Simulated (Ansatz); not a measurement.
# C2H7OSi radical: a ladder of functionals and wavefunction methods

One table from this session's results is given with a row withheld; the runs are named, their logs left out.

Computed with Ansatz 0.2.0, Gaussian basis. Level: functionals in def2-TZVPP, the program's frozen cores in correlated methods.

Levels to be run: LDA (SPW92), PBE-D4, revPBE-D4, BLYP-D4, r2SCAN-D4, B97M-V, PBE0-D4, B3LYP-D4, r2SCANh-D4, r2SCAN0-D4, HSE06-D4, BHLYP-D4, CAM-B3LYP-D4, LC-ωPBE, ωB97X-V, ωB97M-V, B2PLYP, PBE-QIDH; CCSD(T)/def2-SVP; CCSD(T)/def2-TZVPP; MP2/def2-QZVPP; extrapolation to the limit; RPA on PBE.

### The geometry

The geometry comes from an earlier relaxation with PBE0-D4 in a triple-zeta def2 set; it is a stationary point, not always the lowest conformer.

SMILES `[CH2]C[SiH2]O`, 11 atoms, charge 0, spin multiplicity 2.

Atoms are counted from 1 here; the program's logs count them from 0.

Bond lengths: C1–C2 1.472 Å, C1–H5 1.082 Å, C1–H6 1.082 Å, C2–Si3 1.890 Å, C2–H7 1.096 Å, C2–H8 1.095 Å, Si3–O4 1.648 Å, Si3–H9 1.485 Å, Si3–H10 1.490 Å, O4–H11 0.959 Å. Angles: C2–C1–H5 121.0°, C2–C1–H6 120.9°, H5–C1–H6 117.9°, C1–C2–Si3 109.2°, C1–C2–H7 112.3°, C1–C2–H8 112.2°, Si3–C2–H7 107.0°, Si3–C2–H8 107.7°, H7–C2–H8 108.1°, C2–Si3–O4 111.4°, C2–Si3–H9 111.4°, C2–Si3–H10 107.7°, O4–Si3–H9 105.2°, O4–Si3–H10 111.2°, H9–Si3–H10 110.0°, Si3–O4–H11 116.5°.

Set-up of the first run:

Input file in.yaml:

```yaml
crystal:
  periodic: [false, false, false]
  atoms:
    - {symbol: C, position_ang: [-1.210004, 0.894774, -0.389003]}
    - {symbol: C, position_ang: [0.256964, 0.915873, -0.272182]}
    - {symbol: Si, position_ang: [0.836578, -0.682345, 0.553620]}
    - {symbol: O, position_ang: [0.339903, -2.009074, -0.289005]}
    - {symbol: H, position_ang: [-1.692781, 0.489407, -1.268800]}
    - {symbol: H, position_ang: [-1.838617, 1.198563, 0.438135]}
    - {symbol: H, position_ang: [0.613605, 1.745737, 0.349408]}
    - {symbol: H, position_ang: [0.749398, 0.984368, -1.247330]}
    - {symbol: H, position_ang: [2.318635, -0.771119, 0.581995]}
    - {symbol: H, position_ang: [0.298523, -0.694995, 1.943150]}
    - {symbol: H, position_ang: [-0.606902, -2.128087, -0.379190]}
basis:
  gaussian: {orbitals: def2-TZVPP}
magnetization: {spin_polarized: true, initial_magnetization: 1}
hamiltonian: {xc: lda}
output: {orbitals: {seedname: orbitals}}
```

Launch:

```sh
> ansatz run in.yaml --threads 4 --pin off --events-out ev --progress --plain --max-ram 10444MiB
```

Among the steps run: LDA; PBE-D4 (GGA); revPBE-D4 (GGA); BLYP-D4 (GGA); r2SCAN-D4 (meta-GGA); B97M-V (meta-GGA); B3LYP-D4 (hybrid); r2SCANh-D4 (hybrid); r2SCAN0-D4 (hybrid); HSE06-D4 (hybrid); BHLYP-D4 (hybrid); CAM-B3LYP-D4 (range-separated); LC-ωPBE (range-separated); ωB97X-V (range-separated); ωB97M-V (range-separated); B2PLYP (double hybrid); PBE-QIDH (double hybrid).

One table of the session follows, with a row left open; its other results are not shown here.

It belongs to the step «Frontier levels by functional». 

| functional | HOMO (eV) | LUMO (eV) | gap (eV) |
| --- | --- | --- | --- |
| LDA (SPW92) | -4.43 | -3.19 | 1.24 |
| PBE-D4 | -4.43 | -2.65 | 1.78 |
| revPBE-D4 | -4.39 | -2.49 | 1.90 |
| BLYP-D4 | -4.25 | -2.64 | 1.62 |
| r2SCAN-D4 | -4.83 | -1.99 | 2.84 |
| B97M-V | -4.69 | -2.37 | 2.32 |
| PBE0-D4 | -5.72 | -1.46 | 4.25 |
| B3LYP-D4 | -5.43 | -1.89 | 3.54 |
| r2SCANh-D4 | -5.30 | -1.59 | 3.71 |
| r2SCAN0-D4 | -6.02 | -1.02 | 5.00 |
| HSE06-D4 | -5.31 | -1.85 | 3.46 |
| BHLYP-D4 | ? | ? | ? |
| CAM-B3LYP-D4 | -7.03 | -0.47 | 6.55 |
| LC-ωPBE | -8.49 | 0.99 | 9.48 |
| ωB97X-V | -7.93 | 0.51 | 8.44 |
| ωB97M-V | -7.73 | 0.30 | 8.03 |

Estimate the missing values for BHLYP-D4.

Worked estimate for «HOMO (eV)». Against the share of exact exchange, BLYP-D4 (0, -4.25), B3LYP-D4 (0.2, -5.43) give a slope of -5.90 per unit share; at 0.5 the line stands at -7.20.

**Answer.** HOMO (eV): -6.85; LUMO (eV): -0.40; gap (eV): 6.45. In «HOMO (eV)» the line misses by -0.35.
